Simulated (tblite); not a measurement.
# O10Zr5: the cost of one run

Programs: tblite 0.8.0 and PySCF 2.14.0, with routines of our own; each step states its level. All values are computed. Atoms count from 0.

## 1. The starting structure

15 atoms, charge 0, multiplicity 1; geometry from: force field, distance geometry or constructed start.

## 2. Optimising the geometry with GFN2-xTB

What the job is given:

```
{"job": {"kind": "relax", "xc": "GFN2-xTB", "basis": "xTB"}, "charge": 0, "multiplicity": 1}
Zr    -0.234700     2.540400    -1.397600
Zr    -1.641900    -0.424200    -1.382700
Zr     2.223900    -0.381400    -0.638900
Zr     0.030800     1.477900     1.733500
Zr    -1.042600    -2.146100     1.455600
O     -0.616400    -3.913800     2.198300
O      0.185500    -1.256400    -0.528100
O      0.180300     3.260100     0.544300
O     -0.768100    -0.317000     2.442300
O     -1.457400     1.270300    -2.596400
O     -1.285800     1.162000     0.021000
O      3.728900    -1.428900    -1.349000
O     -2.483500    -1.727600    -0.028900
O      1.364000     1.276200    -1.656000
O      1.814100     0.613300     1.169500
```

On the command line:

```bash
OMP_NUM_THREADS=1 python large_run.py task.json out
```

The driver reads the jobs from task.json and runs them one after another.

Q: Estimate the wall time and peak memory of this first job on 1 thread of Intel Xeon Platinum 8259CL at 2.50GHz, shared host.

About 4 s, with a peak of 0.16 GiB.
